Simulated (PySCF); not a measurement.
**C₂H₇B₂BrN₂: runs on many settings**

Aim: see how C₂H₇B₂BrN₂ (`BN1CCNB1Br`) answers to the choice of functional, basis, grid and SCF options.

Programs: PySCF 2.14.0, with density-fitted response routines of our own. Each step states its level of theory. These are calculated values for one molecule in the gas phase, unless marked as measured. Atoms are numbered from 0 throughout.

## 1. Starting geometry

14 atoms, charge 0, multiplicity 1; geometry from: GFN2-xTB.

Bonds of the start (Å): B0–N1 1.40, N1–C2 1.47, C2–C3 1.54, C3–N4 1.45, N4–B5 1.39, B5–Br6 1.87, B5–N1 1.44, B0–H7 1.17, B0–H8 1.17, C2–H9 1.09, C2–H10 1.09, C3–H11 1.10, C3–H12 1.10, N4–H13 1.01.

## 2. Shielding tensors: PBE0/pcSseg-1

What the job is given:

```
{"job": {"kind": "nmr", "xc": "PBE0", "basis": "pcSseg-1"}, "charge": 0, "multiplicity": 1}
B      2.092374    -0.562533     0.356674
N      0.796569    -0.114977     0.082575
C     -0.395357    -0.861633     0.500272
C     -1.615751    -0.059847     0.002309
N     -1.026891     1.091327    -0.653579
B      0.362093     1.065461    -0.611520
Br     1.459258     2.384443    -1.360417
H      2.230481    -1.569182     0.940283
H      3.005032     0.074506     0.000872
H     -0.373900    -1.864076     0.065595
H     -0.403750    -0.963493     1.588357
H     -2.261911     0.252584     0.830765
H     -2.221126    -0.642041    -0.702170
H     -1.647799     1.768988    -1.062181
```

Level: GIAO PBE0/pcSseg-1 NMR shielding, non-relativistic, gas phase.

Command:

```
$ OMP_NUM_THREADS=1 python probes_run.py task.json out
```

This one command runs all jobs of the session in turn.

What it wrote:

```text
coarse grid: 55600 points
cycle   1  E = -2812.9905147830  dE = -2.170e-01  |g| = 7.631e-01  |ddm| = 3.459e+00
cycle   2  E = -2812.9918977976  dE = -1.383e-03  |g| = 5.157e-01  |ddm| = 6.036e-01
cycle   3  E = -2813.0203764420  dE = -2.848e-02  |g| = 2.096e-01  |ddm| = 4.320e-01
cycle   4  E = -2813.0292546450  dE = -8.878e-03  |g| = 3.987e-02  |ddm| = 1.622e-01
cycle   5  E = -2813.0295644389  dE = -3.098e-04  |g| = 7.490e-03  |ddm| = 3.240e-02
cycle   6  E = -2813.0295770509  dE = -1.261e-05  |g| = 2.414e-03  |ddm| = 7.730e-03
cycle   7  E = -2813.0295781773  dE = -1.126e-06  |g| = 8.646e-04  |ddm| = 2.278e-03
final grid: 117496 points
cycle   8  E = -2813.0296308875  dE =  1.621e-07  |g| = 1.294e-03  |ddm| = 1.925e-03
cycle   9  E = -2813.0296303502  dE =  5.373e-07  |g| = 2.065e-03  |ddm| = 2.240e-03
cycle  10  E = -2813.0296312352  dE = -8.850e-07  |g| = 1.099e-04  |ddm| = 1.329e-03
cycle  11  E = -2813.0296312375  dE = -2.280e-09  |g| = 8.942e-06  |ddm| = 1.010e-04
cycle  12  E = -2813.0296312375  dE = -1.910e-11  |g| = 4.960e-06  |ddm| = 1.365e-05
converged SCF energy = -2813.0296312375

GIAO shielding tensors (ppm)
atom      isotropic    diamagn.    paramagn.     s11        s22        s33       span
  0 B       56.487     195.342    -138.854     21.854     27.790    119.819     97.965
  1 N       94.936     322.489    -227.553    -38.864    122.880    200.793    239.657
  2 C      132.749     245.661    -112.913     95.337    132.940    169.968     74.631
  3 C      139.499     245.794    -106.296    116.720    132.967    168.809     52.089
  4 N      160.854     321.845    -160.991     87.473    165.841    229.247    141.775
  5 B       69.131     194.763    -125.631     48.046     76.965     82.382     34.336
  6 Br    2658.411    3124.437    -466.026   2304.012   2829.019   2842.201    538.189
  7 H       26.426      30.233      -3.807     24.465     26.190     28.624      4.159
  8 H       26.255      30.584      -4.329     23.032     24.943     30.791      7.759
  9 H       27.518      29.876      -2.357     23.047     26.557     32.950      9.903
 10 H       27.514      29.853      -2.339     23.020     26.546     32.976      9.956
 11 H       27.977      28.683      -0.706     23.454     26.024     34.452     10.998
 12 H       27.969      28.697      -0.728     23.427     26.023     34.457     11.030
 13 H       28.302      30.815      -2.513     20.913     28.031     35.961     15.049
```

Run time: 19 s. Hardware: 1 thread of Intel Xeon 6975P-C, shared host; peak memory 0.75 GiB.

The references, computed at this level on geometries of the same kind, shield at (ppm): 1H TMS 31.72, 13C TMS 186.9, 15N NH3 267.7, 11B BF3·OEt2 100.1, 79Br HBr 2622. Their shielding less the atom's gives the shift. The references are single molecules in the gas phase, so shifts against H2O, NH3, PH3, H3PO4 or CFCl3 are not on the usual liquid scales and can be off by tens of ppm. Atoms listed in one row are averaged.

```csv
atoms,environment,σ (ppm),δ (ppm),δ scaled to CDCl3
C2,sp3 CH2 bonded to N,132.7,54.2,51.0
C3,sp3 CH2 bonded to N,139.5,47.4,44.4
"H7, H8",hydrogen on a boron bonded to N,26.34,5.38,–
"H9, H10",hydrogen on an sp3 CH2 bonded to N,27.52,4.20,4.07
"H11, H12",hydrogen on an sp3 CH2 bonded to N,27.97,3.74,3.64
H13,"hydrogen on a nitrogen bonded to C, B, in a 5-membered ring",28.30,3.42,–
B0,"boron bonded to N, 2 H",56.5,43.6,–
B5,"boron bonded to Br, 2 N, in a 5-membered ring",69.1,30.9,–
N1,"nitrogen bonded to C, 2 B, in a 5-membered ring",94.9,172.8,–
N4,"nitrogen bonded to C, B, H, in a 5-membered ring",160.9,106.9,–
Br6,bromine bonded to B,2658,-36,–
```

The scaled column applies a straight-line fit of computed shieldings to shifts measured in CDCl3, with any fitted terms for Cl, Br or S neighbours (root-mean-square error 0.16 ppm for H, 1.9 ppm for C).

The run also stored atomic charges by several schemes (e):

```
atoms  Mulliken    IAO  Hirshfeld  ESP fit
   B0      0.14   0.00       0.10     0.05
   N1     -0.63  -0.30      -0.17     0.25
   C2     -0.02  -0.15      -0.01    -0.12
   C3     -0.02  -0.15      -0.01     0.12
   N4     -0.51  -0.41      -0.19    -0.30
   B5      0.61   0.18       0.16    -0.17
  Br6     -0.27  -0.04      -0.07    -0.08
```

Mayer bond orders: B0–N1 1.27, N1–C2 0.92, C2–C3 1.05, C3–N4 0.95, N4–B5 1.25, B5–Br6 1.03, B5–N1 1.01.

Ring of atoms N1, C2, C3, N4, B5: NICS(0) -3.3, NICS(1) -1.4, NICS(1)zz -1.0 ppm (means of both faces). The ring holds saturated atoms, so no π current runs round it: these values come from its σ bonds, any local π bonds and neighbouring rings, and say nothing of aromaticity.

## 3. TDDFT and polarisability: PBE0/def2-SVPD

The job, as its differences from that of step 2:

```diff
@@ -1,2 +1,2 @@
-{"job": {"kind": "nmr", "xc": "PBE0", "basis": "pcSseg-1"}, "charge": 0, "multiplicity": 1}
+{"job": {"kind": "uv", "xc": "PBE0", "basis": "def2-SVPD", "nstates": 6, "ntriplets": 2}, "charge": 0, "multiplicity": 1}
 B      2.092374    -0.562533     0.356674
```

Method: TDDFT PBE0/def2-SVPD, vertical, gas phase, core orbitals frozen in the response.

What it wrote:

```text
coarse grid: 55600 points
cycle   1  E = -2812.8362637691  dE = -1.312e-01  |g| = 3.541e-01  |ddm| = 6.943e+00
cycle   2  E = -2812.8343713360  dE =  1.892e-03  |g| = 3.853e-01  |ddm| = 1.342e+00
cycle   3  E = -2812.8655142040  dE = -3.114e-02  |g| = 8.548e-02  |ddm| = 5.357e-01
cycle   4  E = -2812.8671644500  dE = -1.650e-03  |g| = 2.046e-02  |ddm| = 1.624e-01
cycle   5  E = -2812.8672721319  dE = -1.077e-04  |g| = 6.916e-03  |ddm| = 4.743e-02
cycle   6  E = -2812.8672819896  dE = -9.858e-06  |g| = 1.994e-03  |ddm| = 1.717e-02
final grid: 117496 points
cycle   7  E = -2812.8673172794  dE =  1.006e-06  |g| = 2.936e-03  |ddm| = 1.185e-02
cycle   8  E = -2812.8673143370  dE =  2.942e-06  |g| = 4.643e-03  |ddm| = 1.014e-02
cycle   9  E = -2812.8673193756  dE = -5.039e-06  |g| = 2.940e-04  |ddm| = 5.779e-03
cycle  10  E = -2812.8673193964  dE = -2.083e-08  |g| = 3.737e-05  |ddm| = 5.555e-04
cycle  11  E = -2812.8673193967  dE = -2.919e-10  |g| = 5.067e-06  |ddm| = 6.661e-05
converged SCF energy = -2812.8673193967

Static polarisability (au): isotropic 85.008, principal 61.815 92.279 100.932

Singlet excitations
state   eV       nm        f      main configurations
  1   5.8492    212.0   0.19189   H->L 0.98
  2   6.2182    199.4   0.00035   H->L+1 0.97
  3   6.4460    192.3   0.00002   H-2->L 0.86, H-3->L 0.11
  4   6.5446    189.4   0.04468   H-1->L 0.98
  5   6.6777    185.7   0.00055   H-3->L 0.87, H-2->L 0.11
  6   7.0338    176.3   0.00014   H->L+2 0.93

Triplet excitations (Tamm-Dancoff, eV): 4.7751 5.9046
```

Wall time 26 s (1 thread of Intel Xeon 6975P-C, shared host); peak memory 0.89 GiB.

The orbitals next to the gap, with their largest atomic shares:

```
orbital     eV                       atoms
 HOMO−3  -8.97   B0 37 %, H8 20 %, H7 20 %
 HOMO−2  -8.19            Br6 82 %, B5 8 %
 HOMO−1  -8.14   Br6 61 %, N1 15 %, B5 8 %
   HOMO  -7.23    N4 37 %, N1 20 %, C3 8 %
   LUMO  -0.54   B0 41 %, N1 15 %, H7 10 %
 LUMO+1   0.21  B5 34 %, Br6 12 %, C3 11 %
 LUMO+2   0.84   Br6 44 %, C3 10 %, B5 8 %
```

With each of the 6 states as a Gaussian band of 0.4 eV half-width at 1/e, the curve within the window shown has maxima at 212 nm (ε 7,900) L/(mol cm). Beyond the last state computed it falls off for lack of states. The curve at chosen wavelengths:

```tsv
nm	ε (L/mol/cm)
169	42
172	126
174	236
177	508
180	906
182	1215
185	1670
188	2058
190	2286
193	2673
196	3259
198	3819
201	4899
204	6108
207	7162
209	7635
212	7862
215	7479
217	6934
220	5831
223	4585
225	3772
228	2681
231	1805
233	1349
236	838
```

Ground-state properties from the same run:

| property | computed |
| --- | --- |
| dipole moment (D) | 3.65 |
| polarisability (Å³) | 12.60 |
| HOMO–LUMO gap (eV) | 6.69 |
| −ε(HOMO) (eV) | 7.23 |

## 4. TDDFT and polarisability: HF/def2-SVPD

The job, as its differences from that of step 3:

```diff
@@ -1,2 +1,2 @@
-{"job": {"kind": "uv", "xc": "PBE0", "basis": "def2-SVPD", "nstates": 6, "ntriplets": 2}, "charge": 0, "multiplicity": 1}
+{"job": {"kind": "uv", "xc": "HF", "basis": "def2-SVPD", "nstates": 25, "ntriplets": 2, "tda": true, "scf": {"guess": "atom"}}, "charge": 0, "multiplicity": 1}
 B      2.092374    -0.562533     0.356674
```

Level: TDA HF/def2-SVPD, vertical, gas phase, core orbitals frozen in the response.

What it wrote:

```text
final grid: 117496 points
cycle   1  E = -2810.0385643569  dE =  3.277e+00  |g| = 6.624e-01  |ddm| = 6.264e+00
cycle   2  E = -2810.1388438910  dE = -1.003e-01  |g| = 3.146e-01  |ddm| = 2.032e+00
cycle   3  E = -2810.1610658873  dE = -2.222e-02  |g| = 8.644e-02  |ddm| = 5.875e-01
cycle   4  E = -2810.1632960882  dE = -2.230e-03  |g| = 1.375e-02  |ddm| = 2.460e-01
cycle   5  E = -2810.1633552950  dE = -5.921e-05  |g| = 4.301e-03  |ddm| = 5.095e-02
cycle   6  E = -2810.1633620733  dE = -6.778e-06  |g| = 9.664e-04  |ddm| = 1.448e-02
cycle   7  E = -2810.1633627095  dE = -6.362e-07  |g| = 3.452e-04  |ddm| = 4.637e-03
cycle   8  E = -2810.1633627836  dE = -7.410e-08  |g| = 1.382e-04  |ddm| = 1.376e-03
cycle   9  E = -2810.1633627948  dE = -1.122e-08  |g| = 3.036e-05  |ddm| = 5.075e-04
cycle  10  E = -2810.1633627954  dE = -6.262e-10  |g| = 7.576e-06  |ddm| = 1.516e-04
converged SCF energy = -2810.1633627954

Static polarisability (au): isotropic 77.909, principal 59.057 83.013 91.655

Singlet excitations
state   eV       nm        f      main configurations
  1   7.4005    167.5   0.00032   H->L 0.58, H->L+2 0.16, H->L+1 0.09
  2   7.6991    161.0   0.27463   H->L+3 0.44, H->L+6 0.25, H-1->L+3 0.09
  3   7.7344    160.3   0.00142   H-3->L+3 0.47, H-3->L+6 0.37
  4   8.3234    149.0   0.00968   H-1->L 0.40, H->L+7 0.17, H->L+1 0.14
  5   8.4812    146.2   0.09923   H-2->L 0.73, H-2->L+2 0.13
  6   8.5398    145.2   0.03699   H-1->L 0.26, H->L+7 0.13, H->L+1 0.12
  7   8.8257    140.5   0.02007   H->L+4 0.27, H->L+2 0.20, H->L+5 0.19
  8   8.8343    140.3   0.13704   H->L+8 0.36, H-1->L+3 0.22, H->L+11 0.14
  9   8.9307    138.8   0.00014   H-2->L+3 0.34, H-2->L+8 0.21, H-2->L+11 0.21
 10   9.1064    136.2   0.06895   H->L+3 0.29, H-1->L+3 0.24, H->L+8 0.14
 11   9.2058    134.7   0.01986   H-2->L+2 0.34, H-2->L+1 0.11, H-2->L+4 0.11
 12   9.3003    133.3   0.00391   H-1->L+2 0.27, H-1->L+1 0.11, H-1->L+4 0.09
 13   9.3744    132.3   0.00507   H->L+9 0.19, H->L+5 0.17, H->L+4 0.14
 14   9.6543    128.4   0.00324   H-2->L+3 0.47, H-2->L+6 0.27, H-2->L+11 0.12
 15   9.7251    127.5   0.14666   H-1->L+6 0.18, H-1->L+11 0.11, H-1->L+8 0.10
 16   9.8238    126.2   0.00891   H-2->L+1 0.21, H-2->L+5 0.15, H->L+11 0.12
 17   9.8294    126.1   0.00109   H-1->L+5 0.21, H->L+1 0.15, H-1->L+4 0.12
 18   9.9192    125.0   0.01870   H-7->L+3 0.13, H-6->L+3 0.13, H-7->L+6 0.11
 19   9.9574    124.5   0.03250   H->L+7 0.31, H->L+1 0.21, H-1->L+1 0.14
 20  10.0732    123.1   0.00062   H->L+10 0.22, H->L 0.20, H->L+2 0.17
 21  10.0973    122.8   0.00736   H-1->L+3 0.23, H-1->L+6 0.23, H->L+11 0.12
 22  10.1672    121.9   0.07371   H-1->L+9 0.15, H-1->L+1 0.10, H-4->L 0.09
 23  10.2316    121.2   0.08464   H-3->L+1 0.39, H-3->L 0.27, H-3->L+2 0.12
 24  10.2705    120.7   0.00027   H->L+10 0.21, H->L+5 0.20, H->L+15 0.09
 25  10.3986    119.2   0.07262   H->L+8 0.35, H->L+6 0.19, H->L+11 0.17

Triplet excitations (Tamm-Dancoff, eV): 6.2320 6.7601
```

Run time: 13 s. Hardware: 1 thread of Intel Xeon 6975P-C, shared host; peak memory 0.81 GiB.

In short: HOMO -10.26 eV, LUMO 1.82 eV; lowest singlet 7.40 eV.

## 5. Shielding tensors: HF/6-31G

The job, as its differences from that of step 4:

```diff
@@ -1,2 +1,2 @@
-{"job": {"kind": "uv", "xc": "HF", "basis": "def2-SVPD", "nstates": 25, "ntriplets": 2, "tda": true, "scf": {"guess": "atom"}}, "charge": 0, "multiplicity": 1}
+{"job": {"kind": "nmr", "xc": "HF", "basis": "6-31G", "pop": false}, "charge": 0, "multiplicity": 1}
 B      2.092374    -0.562533     0.356674
```

Level: GIAO HF/6-31G NMR shielding, non-relativistic, gas phase.

What it wrote:

```text
final grid: 117496 points
cycle   1  E = -2810.0918162677  dE =  7.559e-01  |g| = 4.528e-01  |ddm| = 3.501e+00
cycle   2  E = -2810.1609863531  dE = -6.917e-02  |g| = 1.616e-01  |ddm| = 9.537e-01
cycle   3  E = -2810.1673949034  dE = -6.409e-03  |g| = 4.565e-02  |ddm| = 2.280e-01
cycle   4  E = -2810.1681012323  dE = -7.063e-04  |g| = 6.521e-03  |ddm| = 9.845e-02
cycle   5  E = -2810.1681179320  dE = -1.670e-05  |g| = 1.987e-03  |ddm| = 1.709e-02
cycle   6  E = -2810.1681201905  dE = -2.259e-06  |g| = 7.726e-04  |ddm| = 6.343e-03
cycle   7  E = -2810.1681204908  dE = -3.003e-07  |g| = 2.401e-04  |ddm| = 1.945e-03
cycle   8  E = -2810.1681205404  dE = -4.960e-08  |g| = 6.907e-05  |ddm| = 7.595e-04
cycle   9  E = -2810.1681205438  dE = -3.402e-09  |g| = 1.837e-05  |ddm| = 1.706e-04
cycle  10  E = -2810.1681205440  dE = -2.033e-10  |g| = 6.905e-06  |ddm| = 4.026e-05
converged SCF energy = -2810.1681205440

GIAO shielding tensors (ppm)
atom      isotropic    diamagn.    paramagn.     s11        s22        s33       span
  0 B       83.488     191.760    -108.272     52.792     59.889    137.784     84.992
  1 N      143.311     332.839    -189.528     18.946    178.778    232.209    213.263
  2 C      162.302     237.229     -74.928    127.757    163.764    195.384     67.627
  3 C      168.949     238.059     -69.109    146.067    165.868    194.913     48.847
  4 N      198.051     330.581    -132.530    129.760    200.302    264.091    134.331
  5 B       92.676     195.515    -102.839     74.953     97.576    105.498     30.544
  6 Br    2901.887    3113.457    -211.570   2701.953   2970.204   3033.505    331.553
  7 H       27.579      31.039      -3.460     25.256     27.400     30.083      4.827
  8 H       27.414      30.655      -3.241     24.492     26.089     31.662      7.169
  9 H       29.611      30.235      -0.624     24.058     28.682     36.094     12.035
 10 H       29.605      30.216      -0.610     24.044     28.669     36.103     12.058
 11 H       30.186      30.050       0.136     24.904     28.226     37.428     12.525
 12 H       30.180      30.037       0.143     24.886     28.224     37.429     12.543
 13 H       31.040      32.645      -1.605     22.379     29.959     40.782     18.403
```

Run time: 3.5 s. Hardware: 1 thread of Intel Xeon 6975P-C, shared host.

Key values: σ C2 162.3, C3 168.9, B0 83.5, B5 92.7, H7 27.50, H9 29.61 ppm (means over like atoms).

## 6. Excited states and response: KT3/def2-SVPD

The job, as its differences from that of step 5:

```diff
@@ -1,2 +1,2 @@
-{"job": {"kind": "nmr", "xc": "HF", "basis": "6-31G", "pop": false}, "charge": 0, "multiplicity": 1}
+{"job": {"kind": "uv", "xc": "KT3", "basis": "def2-SVPD", "nstates": 6, "ntriplets": 0, "tda": true, "scf": {"aux": "def2-qzvpp-jkfit"}}, "charge": 0, "multiplicity": 1}
 B      2.092374    -0.562533     0.356674
```

Level: TDA KT3/def2-SVPD, vertical, gas phase, core orbitals frozen in the response.

What it wrote:

```text
final grid: 117496 points
cycle   1  E = -2826.3812101988  dE = -3.133e-01  |g| = 5.184e-01  |ddm| = 7.496e+00
cycle   2  E = -2826.2761796290  dE =  1.050e-01  |g| = 8.428e-01  |ddm| = 2.377e+00
cycle   3  E = -2826.4410469581  dE = -1.649e-01  |g| = 1.827e-01  |ddm| = 1.259e+00
cycle   4  E = -2826.4496413573  dE = -8.594e-03  |g| = 2.979e-02  |ddm| = 3.677e-01
cycle   5  E = -2826.4498259369  dE = -1.846e-04  |g| = 9.736e-03  |ddm| = 8.132e-02
cycle   6  E = -2826.4498459027  dE = -1.997e-05  |g| = 4.790e-03  |ddm| = 2.936e-02
cycle   7  E = -2826.4498519477  dE = -6.045e-06  |g| = 1.206e-03  |ddm| = 8.827e-03
cycle   8  E = -2826.4498522953  dE = -3.476e-07  |g| = 3.108e-04  |ddm| = 2.351e-03
cycle   9  E = -2826.4498523179  dE = -2.260e-08  |g| = 6.967e-05  |ddm| = 6.347e-04
cycle  10  E = -2826.4498523194  dE = -1.483e-09  |g| = 1.940e-05  |ddm| = 1.707e-04
cycle  11  E = -2826.4498523195  dE = -8.185e-11  |g| = 6.007e-06  |ddm| = 5.994e-05
converged SCF energy = -2826.4498523195

Static polarisability (au): isotropic 87.696, principal 62.429 95.706 104.952

Singlet excitations
state   eV       nm        f      main configurations
  1   5.2422    236.5   0.12866   H->L 0.84, H-1->L 0.10
  2   5.4714    226.6   0.00037   H->L+1 1.00
  3   5.6021    221.3   0.00006   H-2->L 1.00
  4   5.8295    212.7   0.09039   H-1->L 0.85, H->L 0.10
  5   6.0747    204.1   0.00007   H->L+2 1.00
  6   6.3405    195.5   0.01224   H-1->L+1 0.92
```

Run time: 26 s. Hardware: 1 thread of Intel Xeon 6975P-C, shared host.

In short: HOMO -6.07 eV, LUMO -1.40 eV; lowest singlet 5.24 eV.

## 7. Comparing the runs: NMR shifts

Shifts (ppm) of some atoms, chosen among heavy atoms and hydrogens apart, means over like atoms, with basis size and wall time:

| run | C2 | C3 | H7 | H11 | H13 | N1 | N4 | functions | time |
| --- | --- | --- | --- | --- | --- | --- | --- | --- | --- |
| PBE0/pcSseg-1 | 54.2 | 47.4 | 5.38 | 3.74 | 3.42 | 172.8 | 106.9 | 178 | 19 s |
| HF/6-31G | 46.2 | 39.5 | 6.19 | 3.50 | 2.65 | 123.4 | 68.7 | 95 | 3.5 s |

## 8. Side by side: electronic excitations

Excitations and ground-state properties, with basis size and wall time:

```
           run  lowest singlet (eV)  brightest (eV)      f  gap (eV)  α (Å³)  μ (D)  functions  time
PBE0/def2-SVPD                 5.85            5.85  0.192      6.69   12.60   3.65        217  26 s
  HF/def2-SVPD                 7.40            7.70  0.275     12.08   11.54   3.43        217  13 s
 KT3/def2-SVPD                 5.24            5.24  0.129      4.67   13.00   3.57        217  26 s
```

## 9. Results

| quantity | value |
| --- | --- |
| 13C shifts against TMS (PBE0/pcSseg-1) | 54.2, 47.4 ppm |
| 1H shifts against TMS (PBE0/pcSseg-1, means over atoms taken as alike) | 5.38, 4.20, 3.74, 3.42 ppm |
| 11B shifts against BF3·OEt2 (PBE0/pcSseg-1) | 43.6, 30.9 ppm |
| 15N shifts against NH3 (PBE0/pcSseg-1) | 172.8, 106.9 ppm |
| 79Br shifts against HBr (PBE0/pcSseg-1) | -36 ppm |
| lowest singlet (PBE0/def2-SVPD) | 5.85 eV (212 nm), f = 0.192 |
| lowest triplet | 4.78 eV |
| range of the shift of N1 | 123.4 to 172.8 ppm |
| range of the lowest singlet | 5.24 to 7.40 eV |

Single values in the summary come from the first sound run of each kind (PBE0/pcSseg-1; PBE0/def2-SVPD), which need not be the best level. At PBE0/pcSseg-1: The largest span, 538 ppm, is at Br6, where the paramagnetic term is -466 ppm. The lowest singlet, at 5.85 eV, is HOMO→LUMO 0.98 and is bright. The lowest triplet lies 1.07 eV below the lowest singlet (triplets in Tamm-Dancoff, singlets in full TDDFT). Among the atoms with a shift in every run: Across the 2 runs the shift of N1 moves most, between 123.4 (HF/6-31G) and 172.8 ppm (PBE0/pcSseg-1). The lowest singlet runs from 5.24 eV (KT3/def2-SVPD) to 7.40 eV (HF/def2-SVPD), while the orbital gap spans 4.67 to 12.08 eV: the excitation energy moves far less from run to run than the orbital gap does. Some runs use the Tamm-Dancoff approximation and others full TDDFT, which shifts states apart from functional and basis. The lowest state need not be the same one in every run. The runs solved for a few states only, so the brightest column depends on that window. Spin-orbit coupling is left out, which matters for shieldings and couplings at and beside the heavy atoms.
